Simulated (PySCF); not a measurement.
# A gas-phase reaction: CH3BeF + BrH → CH3BeBr + FH

What reaction energy should one expect for `[CH3][Be][F]` + `Br` → `[CH3][Be][Br]` + `F`?

Programs: PySCF 2.14.0. All values are calculated, for the isolated system unless a continuum is named. Atoms count from 0, parts from 1.

### 1 The system as given

Each species was relaxed by itself at PBE0-D3(BJ)/def2-SVPD.

### 2 Energies of the species: wB97M-D3(BJ)/def2-TZVPD

Job settings and geometry (Å):

```
{"job": {"kind": "react", "xc": "wB97M-D3(BJ)", "basis": "def2-TZVPD"}, "charge": 0, "multiplicity": 1}
-1 CH3BeF charge 0 multiplicity 1
C     -0.445010    -0.120390    -0.351310
Be     0.834810     0.226540     0.659770
F      1.905790     0.519110     1.505440
H     -0.619600    -1.205550    -0.445090
H     -1.390600     0.320110     0.006410
H     -0.285580     0.261020    -1.373710

-1 BrH charge 0 multiplicity 1
Br     0.715030     0.005380    -0.001960
H     -0.708700    -0.002160     0.000890

+1 CH3BeBr charge 0 multiplicity 1
C     -0.584730     0.323800    -0.091580
Be     0.859780    -0.476760     0.135060
Br     2.564460    -1.420840     0.401500
H     -1.427310    -0.370610    -0.249560
H     -0.853450     0.952960     0.774130
H     -0.558290     0.991950    -0.969220

+1 FH charge 0 multiplicity 1
F      0.459810    -0.015440     0.004630
H     -0.459810     0.015440    -0.004630
```

Level: wB97M-D3(BJ)/def2-TZVPD reaction energy of separated species, gas phase.

Run with:

```console
$ OMP_NUM_THREADS=1 python cluster_run.py task.json out
```

This one command runs all jobs of the session in turn.

Output:

```text
species 1 (CH3BeF)
coarse grid: 22984 points
cycle   1  E = -154.6133354779  dE =  6.431e-02  |g| = 5.920e-01  |ddm| = 2.290e+00
cycle   2  E = -154.6047023618  dE =  8.633e-03  |g| = 7.571e-01  |ddm| = 8.954e-01
cycle   3  E = -154.6830226863  dE = -7.832e-02  |g| = 3.353e-02  |ddm| = 3.603e-01
cycle   4  E = -154.6835902998  dE = -5.676e-04  |g| = 2.064e-02  |ddm| = 6.806e-02
cycle   5  E = -154.6837243816  dE = -1.341e-04  |g| = 4.184e-03  |ddm| = 2.329e-02
cycle   6  E = -154.6837337794  dE = -9.398e-06  |g| = 9.148e-04  |ddm| = 8.087e-03
final grid: 49960 points
cycle   7  E = -154.6837212488  dE = -4.858e-07  |g| = 6.598e-04  |ddm| = 2.313e-03
cycle   8  E = -154.6837212995  dE = -5.071e-08  |g| = 7.160e-04  |ddm| = 7.899e-04
cycle   9  E = -154.6837213698  dE = -7.026e-08  |g| = 7.313e-05  |ddm| = 3.324e-04
cycle  10  E = -154.6837213754  dE = -5.576e-09  |g| = 3.087e-05  |ddm| = 2.038e-04
cycle  11  E = -154.6837213757  dE = -3.412e-10  |g| = 5.584e-06  |ddm| = 4.374e-05
converged SCF energy = -154.6837213757

species 2 (BrH)
coarse grid: 9808 points
cycle   1  E = -2574.7444816427  dE = -1.115e+00  |g| = 2.814e-01  |ddm| = 9.887e-01
cycle   2  E = -2574.7574487725  dE = -1.297e-02  |g| = 1.487e-01  |ddm| = 2.655e-01
cycle   3  E = -2574.7608845920  dE = -3.436e-03  |g| = 8.657e-03  |ddm| = 8.708e-02
cycle   4  E = -2574.7609219569  dE = -3.736e-05  |g| = 2.523e-03  |ddm| = 1.268e-02
cycle   5  E = -2574.7609263874  dE = -4.430e-06  |g| = 6.497e-04  |ddm| = 4.934e-03
final grid: 18448 points
cycle   6  E = -2574.7609110833  dE = -1.923e-07  |g| = 3.883e-04  |ddm| = 9.236e-04
cycle   7  E = -2574.7609111109  dE = -2.762e-08  |g| = 2.728e-04  |ddm| = 3.936e-04
cycle   8  E = -2574.7609111180  dE = -7.082e-09  |g| = 3.379e-05  |ddm| = 1.359e-04
cycle   9  E = -2574.7609111190  dE = -1.021e-09  |g| = 1.120e-05  |ddm| = 6.293e-05
cycle  10  E = -2574.7609111190  dE = -5.821e-11  |g| = 1.703e-06  |ddm| = 1.292e-05
converged SCF energy = -2574.7609111190

species 3 (CH3BeBr)
coarse grid: 25016 points
cycle   1  E = -2628.8976274914  dE = -8.592e-01  |g| = 3.196e-01  |ddm| = 2.734e+00
cycle   2  E = -2628.9174371959  dE = -1.981e-02  |g| = 1.728e-01  |ddm| = 6.634e-01
cycle   3  E = -2628.9234288878  dE = -5.992e-03  |g| = 3.016e-02  |ddm| = 1.791e-01
cycle   4  E = -2628.9238176145  dE = -3.887e-04  |g| = 1.109e-02  |ddm| = 5.692e-02
cycle   5  E = -2628.9238730443  dE = -5.543e-05  |g| = 2.437e-03  |ddm| = 1.940e-02
cycle   6  E = -2628.9238765790  dE = -3.535e-06  |g| = 7.128e-04  |ddm| = 5.328e-03
final grid: 51432 points
cycle   7  E = -2628.9238591231  dE = -2.532e-07  |g| = 4.645e-04  |ddm| = 2.853e-03
cycle   8  E = -2628.9238591701  dE = -4.694e-08  |g| = 3.125e-04  |ddm| = 8.794e-04
cycle   9  E = -2628.9238591925  dE = -2.246e-08  |g| = 5.183e-05  |ddm| = 2.886e-04
cycle  10  E = -2628.9238591941  dE = -1.561e-09  |g| = 2.306e-05  |ddm| = 1.271e-04
cycle  11  E = -2628.9238591944  dE = -2.774e-10  |g| = 1.485e-06  |ddm| = 5.365e-05
converged SCF energy = -2628.9238591944

species 4 (FH)
coarse grid: 7776 points
cycle   1  E = -100.4688153104  dE = -9.408e-02  |g| = 4.644e-01  |ddm| = 6.197e-01
cycle   2  E = -100.4724965744  dE = -3.681e-03  |g| = 5.038e-01  |ddm| = 3.808e-01
cycle   3  E = -100.5053095727  dE = -3.281e-02  |g| = 2.574e-02  |ddm| = 1.678e-01
cycle   4  E = -100.5053855505  dE = -7.598e-05  |g| = 5.006e-03  |ddm| = 1.077e-02
cycle   5  E = -100.5053901916  dE = -4.641e-06  |g| = 4.334e-04  |ddm| = 3.766e-03
final grid: 16976 points
cycle   6  E = -100.5053937086  dE = -6.400e-08  |g| = 1.070e-04  |ddm| = 8.222e-04
cycle   7  E = -100.5053937121  dE = -3.442e-09  |g| = 8.254e-05  |ddm| = 2.184e-04
cycle   8  E = -100.5053937130  dE = -8.904e-10  |g| = 2.034e-05  |ddm| = 3.753e-05
converged SCF energy = -100.5053937130

Reaction energy = 9.335 kcal/mol
```

It took 12 s on 1 thread of Arm Neoverse V2, shared host; peak memory 0.53 GiB.

Species by species (with the dispersion term, which the log's SCF energies lack):

```csv
ν,species,energy (Eh),HOMO (eV)
-1,[CH3][Be][F],-154.68749,-11.46
-1,Br,-2574.76148,-11.15
+1,[CH3][Be][Br],-2628.92846,-11.05
+1,F,-100.50563,-14.54
```

### 3 Energies of the species: PBE0-D3(BJ)/def2-TZVPD

The job, as its differences from that of step 2:

```diff
@@ -1,2 +1,2 @@
-{"job": {"kind": "react", "xc": "wB97M-D3(BJ)", "basis": "def2-TZVPD"}, "charge": 0, "multiplicity": 1}
+{"job": {"kind": "react", "xc": "PBE0", "basis": "def2-TZVPD", "disp": "d3bj"}, "charge": 0, "multiplicity": 1}
 -1 CH3BeF charge 0 multiplicity 1
```

With the program's defaults for keys left out, this is: PBE0-D3(BJ)/def2-TZVPD reaction energy of separated species, gas phase.

Output:

```text
species 1 (CH3BeF)
coarse grid: 5096 points
cycle   1  E = -154.3933014691  dE =  4.536e-03  |g| = 6.686e-01  |ddm| = 2.538e+00
cycle   2  E = -154.2768529817  dE =  1.164e-01  |g| = 1.108e+00  |ddm| = 1.022e+00
cycle   3  E = -154.4739701823  dE = -1.971e-01  |g| = 9.899e-02  |ddm| = 5.992e-01
cycle   4  E = -154.4760715919  dE = -2.101e-03  |g| = 2.662e-02  |ddm| = 8.526e-02
cycle   5  E = -154.4762277362  dE = -1.561e-04  |g| = 2.215e-03  |ddm| = 1.960e-02
cycle   6  E = -154.4762288207  dE = -1.084e-06  |g| = 5.007e-04  |ddm| = 3.211e-03
final grid: 49960 points
cycle   7  E = -154.4744853777  dE = -1.202e-04  |g| = 7.416e-03  |ddm| = 9.485e-02
cycle   8  E = -154.4744786320  dE =  6.746e-06  |g| = 9.756e-03  |ddm| = 1.052e-02
cycle   9  E = -154.4744957934  dE = -1.716e-05  |g| = 8.514e-04  |ddm| = 5.714e-03
cycle  10  E = -154.4744958886  dE = -9.521e-08  |g| = 3.637e-04  |ddm| = 6.464e-04
cycle  11  E = -154.4744959158  dE = -2.719e-08  |g| = 2.026e-05  |ddm| = 2.538e-04
cycle  12  E = -154.4744959159  dE = -9.450e-11  |g| = 4.581e-06  |ddm| = 2.671e-05
converged SCF energy = -154.4744959159

species 2 (BrH)
coarse grid: 9808 points
cycle   1  E = -2574.4494534617  dE = -1.081e+00  |g| = 2.724e-01  |ddm| = 1.042e+00
cycle   2  E = -2574.4540917306  dE = -4.638e-03  |g| = 1.699e-01  |ddm| = 2.601e-01
cycle   3  E = -2574.4588661731  dE = -4.774e-03  |g| = 3.007e-02  |ddm| = 1.194e-01
cycle   4  E = -2574.4590976636  dE = -2.315e-04  |g| = 4.156e-03  |ddm| = 2.212e-02
cycle   5  E = -2574.4591016661  dE = -4.003e-06  |g| = 1.311e-03  |ddm| = 4.270e-03
final grid: 18448 points
cycle   6  E = -2574.4591027923  dE = -7.034e-08  |g| = 1.375e-03  |ddm| = 2.024e-03
cycle   7  E = -2574.4591028067  dE = -1.433e-08  |g| = 1.399e-03  |ddm| = 1.791e-03
cycle   8  E = -2574.4591030275  dE = -2.209e-07  |g| = 5.149e-05  |ddm| = 8.398e-04
cycle   9  E = -2574.4591030282  dE = -6.803e-10  |g| = 1.026e-05  |ddm| = 4.413e-05
converged SCF energy = -2574.4591030282

species 3 (CH3BeBr)
coarse grid: 25016 points
cycle   1  E = -2628.4891311260  dE = -9.597e-01  |g| = 4.303e-01  |ddm| = 3.011e+00
cycle   2  E = -2628.4829177172  dE =  6.213e-03  |g| = 4.165e-01  |ddm| = 6.892e-01
cycle   3  E = -2628.5252667793  dE = -4.235e-02  |g| = 5.451e-02  |ddm| = 3.554e-01
cycle   4  E = -2628.5259452054  dE = -6.784e-04  |g| = 5.620e-03  |ddm| = 4.816e-02
cycle   5  E = -2628.5259499134  dE = -4.708e-06  |g| = 5.062e-03  |ddm| = 1.371e-02
cycle   6  E = -2628.5259567535  dE = -6.840e-06  |g| = 3.142e-04  |ddm| = 5.521e-03
final grid: 51432 points
cycle   7  E = -2628.5259725174  dE = -1.915e-08  |g| = 3.608e-04  |ddm| = 3.510e-03
cycle   8  E = -2628.5259725085  dE =  8.912e-09  |g| = 4.322e-04  |ddm| = 7.048e-04
cycle   9  E = -2628.5259725430  dE = -3.451e-08  |g| = 1.376e-05  |ddm| = 3.650e-04
cycle  10  E = -2628.5259725430  dE = -2.183e-11  |g| = 4.412e-06  |ddm| = 1.714e-05
converged SCF energy = -2628.5259725430

species 4 (FH)
coarse grid: 1712 points
cycle   1  E = -100.3541384659  dE = -3.604e-02  |g| = 4.958e-01  |ddm| = 6.253e-01
cycle   2  E = -100.3146205005  dE =  3.952e-02  |g| = 7.430e-01  |ddm| = 5.125e-01
cycle   3  E = -100.3938624536  dE = -7.924e-02  |g| = 2.284e-02  |ddm| = 2.892e-01
cycle   4  E = -100.3939380100  dE = -7.556e-05  |g| = 4.205e-03  |ddm| = 9.787e-03
cycle   5  E = -100.3939399939  dE = -1.984e-06  |g| = 3.557e-04  |ddm| = 1.247e-03
final grid: 16976 points
cycle   6  E = -100.3948398126  dE = -1.859e-05  |g| = 4.003e-03  |ddm| = 7.542e-03
cycle   7  E = -100.3948378811  dE =  1.932e-06  |g| = 5.507e-03  |ddm| = 3.357e-03
cycle   8  E = -100.3948419829  dE = -4.102e-06  |g| = 9.885e-05  |ddm| = 2.016e-03
cycle   9  E = -100.3948419842  dE = -1.268e-09  |g| = 1.773e-05  |ddm| = 3.909e-05
cycle  10  E = -100.3948419842  dE = -4.746e-11  |g| = 3.062e-06  |ddm| = 1.023e-05
converged SCF energy = -100.3948419842

Reaction energy = 7.529 kcal/mol
```

It took 5.4 s on 1 thread of Arm Neoverse V2, shared host; peak memory 0.51 GiB.

Reaction energy at this level: 7.53 kcal/mol.

### 4 Reaction energy: MP2/def2-TZVPD

The job, as its differences from that of step 3:

```diff
@@ -1,2 +1,2 @@
-{"job": {"kind": "react", "xc": "PBE0", "basis": "def2-TZVPD", "disp": "d3bj"}, "charge": 0, "multiplicity": 1}
+{"job": {"kind": "react", "xc": "MP2", "basis": "def2-TZVPD"}, "charge": 0, "multiplicity": 1}
 -1 CH3BeF charge 0 multiplicity 1
```

Level: MP2/def2-TZVPD reaction energy of separated species, gas phase.

Output:

```text
species 1 (CH3BeF)
final grid: 49960 points
cycle   1  E = -153.7740608386  dE =  3.870e-02  |g| = 5.259e-01  |ddm| = 2.058e+00
cycle   2  E = -153.8204755430  dE = -4.641e-02  |g| = 3.681e-01  |ddm| = 6.871e-01
cycle   3  E = -153.8392400981  dE = -1.876e-02  |g| = 3.846e-02  |ddm| = 1.824e-01
cycle   4  E = -153.8402267268  dE = -9.866e-04  |g| = 8.545e-03  |ddm| = 9.700e-02
cycle   5  E = -153.8402818982  dE = -5.517e-05  |g| = 3.085e-03  |ddm| = 2.795e-02
cycle   6  E = -153.8402879980  dE = -6.100e-06  |g| = 8.859e-04  |ddm| = 8.157e-03
cycle   7  E = -153.8402884740  dE = -4.760e-07  |g| = 1.586e-04  |ddm| = 2.561e-03
cycle   8  E = -153.8402884875  dE = -1.350e-08  |g| = 2.506e-05  |ddm| = 5.282e-04
cycle   9  E = -153.8402884879  dE = -3.222e-10  |g| = 6.033e-06  |ddm| = 1.035e-04
converged SCF energy = -153.8402884879

species 2 (BrH)
final grid: 18448 points
cycle   1  E = -2572.9852621599  dE = -1.144e+00  |g| = 2.202e-01  |ddm| = 9.639e-01
cycle   2  E = -2572.9999185742  dE = -1.466e-02  |g| = 7.760e-02  |ddm| = 2.157e-01
cycle   3  E = -2573.0014423540  dE = -1.524e-03  |g| = 1.588e-02  |ddm| = 5.815e-02
cycle   4  E = -2573.0016142542  dE = -1.719e-04  |g| = 5.005e-03  |ddm| = 1.886e-02
cycle   5  E = -2573.0016333800  dE = -1.913e-05  |g| = 1.691e-03  |ddm| = 6.805e-03
cycle   6  E = -2573.0016347831  dE = -1.403e-06  |g| = 3.418e-04  |ddm| = 2.059e-03
cycle   7  E = -2573.0016348567  dE = -7.364e-08  |g| = 5.979e-05  |ddm| = 6.414e-04
cycle   8  E = -2573.0016348582  dE = -1.426e-09  |g| = 8.468e-06  |ddm| = 8.660e-05
cycle   9  E = -2573.0016348582  dE = -3.820e-11  |g| = 1.310e-06  |ddm| = 1.889e-05
converged SCF energy = -2573.0016348582

species 3 (CH3BeBr)
final grid: 51432 points
cycle   1  E = -2626.7320884709  dE = -8.204e-01  |g| = 2.716e-01  |ddm| = 2.389e+00
cycle   2  E = -2626.7615118402  dE = -2.942e-02  |g| = 8.207e-02  |ddm| = 5.670e-01
cycle   3  E = -2626.7642542219  dE = -2.742e-03  |g| = 2.821e-02  |ddm| = 1.601e-01
cycle   4  E = -2626.7646391640  dE = -3.849e-04  |g| = 7.800e-03  |ddm| = 5.377e-02
cycle   5  E = -2626.7646625705  dE = -2.341e-05  |g| = 2.294e-03  |ddm| = 1.492e-02
cycle   6  E = -2626.7646660296  dE = -3.459e-06  |g| = 5.712e-04  |ddm| = 7.437e-03
cycle   7  E = -2626.7646662264  dE = -1.968e-07  |g| = 1.397e-04  |ddm| = 1.765e-03
cycle   8  E = -2626.7646662358  dE = -9.427e-09  |g| = 1.872e-05  |ddm| = 3.820e-04
cycle   9  E = -2626.7646662361  dE = -2.583e-10  |g| = 5.090e-06  |ddm| = 6.884e-05
converged SCF energy = -2626.7646662361

species 4 (FH)
final grid: 16976 points
cycle   1  E = -100.0371203664  dE = -1.649e-01  |g| = 4.007e-01  |ddm| = 6.032e-01
cycle   2  E = -100.0578879632  dE = -2.077e-02  |g| = 2.336e-01  |ddm| = 2.533e-01
cycle   3  E = -100.0646342682  dE = -6.746e-03  |g| = 2.356e-02  |ddm| = 8.091e-02
cycle   4  E = -100.0647516946  dE = -1.174e-04  |g| = 6.199e-03  |ddm| = 1.253e-02
cycle   5  E = -100.0647674059  dE = -1.571e-05  |g| = 1.459e-03  |ddm| = 5.121e-03
cycle   6  E = -100.0647686789  dE = -1.273e-06  |g| = 2.290e-04  |ddm| = 1.848e-03
cycle   7  E = -100.0647687132  dE = -3.438e-08  |g| = 1.958e-05  |ddm| = 4.211e-04
cycle   8  E = -100.0647687134  dE = -1.850e-10  |g| = 2.360e-06  |ddm| = 2.495e-05
converged SCF energy = -100.0647687134

Reaction energy = 7.909 kcal/mol
```

It took 2.3 s on 1 thread of Arm Neoverse V2, shared host; peak memory 0.33 GiB.

Reaction energy at this level: 7.91 kcal/mol.

### 5 Side by side

Energies in kcal/mol, with wall time:

```csv
run,reaction,time
wB97M-D3(BJ)/def2-TZVPD,9.33,12 s
PBE0-D3(BJ)/def2-TZVPD,7.53,5.4 s
MP2/def2-TZVPD,7.91,2.3 s
```

### 6 Results

| quantity | value |
| --- | --- |
| reaction energy (wB97M-D3(BJ)/def2-TZVPD) | 9.33 kcal/mol |
| ΔH, ΔG at 298 K (xTB thermal terms) | +10.7, +10.8 kcal/mol |
| range of the reaction energy over the runs of this table | 7.53 to 9.33 kcal/mol |

**Reading.** The reaction is endothermic by 10.7 kcal/mol in the gas phase; dispersion gives -0.32, and xTB itself gave 11.73 for the electronic energy (xTB energies and thermal terms come from the earlier relaxation of each species, not shown). No barrier was sought. The reaction energy runs from 7.53 (PBE0-D3(BJ)/def2-TZVPD) to 9.33 kcal/mol (wB97M-D3(BJ)/def2-TZVPD).
